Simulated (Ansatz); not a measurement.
# AlF2H3O4Si: the cost of one run

The runs use Ansatz 0.2.0, Gaussian basis; the settings change from run to run.

## (1) The geometry

The geometry comes from an earlier relaxation with PBE0-D4 in a triple-zeta def2 set; it is a stationary point, not always the lowest conformer.

11 atoms, charge 0, spin multiplicity 1.

Atoms are counted from 1 here; the program's logs count them from 0.

Bond lengths: O1–Si2 1.725 Å, O1–Al6 1.938 Å, O1–H9 0.959 Å, Si2–O3 1.615 Å, Si2–O4 1.619 Å, Si2–O5 1.597 Å, O3–H10 0.958 Å, O4–H11 0.959 Å, O5–Al6 1.761 Å, Al6–F7 1.646 Å, Al6–F8 1.646 Å. Angles: Si2–O1–Al6 88.8°, Si2–O1–H9 124.2°, Al6–O1–H9 131.8°, O1–Si2–O3 105.4°, O1–Si2–O4 113.1°, O1–Si2–O5 91.5°, O3–Si2–O4 107.5°, O3–Si2–O5 120.8°, O4–Si2–O5 116.9°, Si2–O3–H10 118.0°, Si2–O4–H11 117.4°, Si2–O5–Al6 99.5°, O1–Al6–O5 80.0° and more.

## (2) B97/pcseg-2

Options: a point charge of 0.50 e beside it.

The input, in.yaml:

```yaml
crystal:
  periodic: [false, false, false]
  atoms:
    - {symbol: O, position_ang: [-0.484857, -0.586136, 0.836322]}
    - {symbol: Si, position_ang: [0.730405, -0.116090, -0.293672]}
    - {symbol: O, position_ang: [2.020670, 0.267916, 0.598525]}
    - {symbol: O, position_ang: [1.166400, -1.314265, -1.290733]}
    - {symbol: O, position_ang: [-0.213201, 1.021352, -0.899894]}
    - {symbol: Al, position_ang: [-1.594774, 0.861398, 0.180991]}
    - {symbol: F, position_ang: [-2.968857, 0.229139, -0.467607]}
    - {symbol: F, position_ang: [-1.774252, 1.935080, 1.415898]}
    - {symbol: H, position_ang: [-0.302430, -0.901129, 1.724053]}
    - {symbol: H, position_ang: [2.886849, 0.034561, 0.261495]}
    - {symbol: H, position_ang: [0.599447, -1.488728, -2.044679]}
basis:
  gaussian: {orbitals: pcseg-2, point_charges: [{charge: 0.50, position_ang: [5.538, 0.966, 0.598]}]}
hamiltonian: {xc: {name: B97}}
output: {forces: true}
```

On the command line:

```sh
$ ansatz run in.yaml --threads 4 --pin off --events-out ev --progress --plain --max-ram 11315MiB
```

What time and memory should one allow on 4 threads of Intel Xeon 6975P-C, shared host?

About 6.5 s, with a peak of 1.1 GiB.
